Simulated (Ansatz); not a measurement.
# C₂H₃IOSi, SMILES O[SiH]1C=C1I: a ladder of methods at one geometry

Run with the Python package of Ansatz (0.2.0).

Script `methods.py`:
```python
# -*- coding: utf-8 -*-
'''One geometry of C2H3IOSi, method by method.'''

from pathlib import Path
import argparse

import ansatz as az
import numpy as np

parser = argparse.ArgumentParser(description='One geometry of C2H3IOSi, method by method.')
parser.add_argument('--basis-set', required=True, help='Gaussian basis set')
args = parser.parse_args()


def main():
    geometry = (
        az.Crystal.molecule()
        .atom('O', (-0.5221, 0.8681, 1.6547))
        .atom('Si', (0.5441, 0.2864, 0.6069))
        .atom('C', (-0.1605, -1.0058, -0.4179))
        .atom('C', (0.2229, 0.0883, -1.074))
        .atom('I', (0.112, 0.8461, -2.8105))
        .atom('H', (-1.4723, 1.0039, 1.2917))
        .atom('H', (1.8416, -0.1666, 1.2238))
        .atom('H', (-0.4735, -1.9774, -0.5305))
    )

    job = geometry.calculation().basis(gaussian=args.basis_set)

    print('functional    E (Ha)        dipole (D)   HOMO (eV)  LUMO (eV)')
    for name in ['hse06', 'pbe', 'r2scan0', 'cam_b3lyp']:
        summary = job.functional(name).forces().orbitals().run(threads=1, backend='cpu', runs_dir='runs').report
        lines = Path(summary['orbitals_path']).read_text().splitlines()
        field_of = lambda key: [line.split('=')[1].strip() for line in lines if line.startswith(key)]
        orbitals = [(27.211386 * float(e), s, float(n)) for e, s, n in zip(field_of('Ene='), field_of('Spin='), field_of('Occup='))]
        homo = max(e for e, _, n in orbitals if n > 0.5)
        lumo = min(e for e, _, n in orbitals if n < 0.5)
        dipole = 4.803205 * np.linalg.norm(summary['charge_distribution']['dipole_moment_e_ang'])
        print(f'{name:10s} {summary["free_energy_ev"] / 27.211386246:14.6f} {dipole:9.3f} {homo:11.3f} {lumo:10.3f}')


if __name__ == '__main__':
    main()
```

```console
$ python methods.py --basis-set def2-SVP
functional    E (Ha)        dipole (D)   HOMO (eV)  LUMO (eV)
hse06         -739.859181     0.972      -6.395     -0.947
pbe           -739.813905     1.031      -5.578     -1.493
r2scan0       -740.112116     0.977      -6.973     -0.489
cam_b3lyp     -740.087347     0.943      -7.982      0.678
```

Notes:
- Total energies depend on the basis set; only differences at equal settings carry meaning.
- The geometry is a force-field or estimated start, not a minimum of this method, and the basis set is short of its limit. A lower total doesn't mark the better method: functionals have no common bound, and MP2 and coupled cluster aren't variational.
- Levels such as HOMO and LUMO are orbital energies: with these approximate functionals they aren't the ionisation energy and electron affinity, and their gap isn't the fundamental gap.
- hse06 follows the composition of plane-wave codes, whose totals differ by tens of mHa, up to about 0.1 Ha, from the form usual in Gaussian-basis programs (wpbeh).
- Timing: 22 s on 1 thread of Arm Neoverse V2 (shared host), peak memory 0.34 GiB.
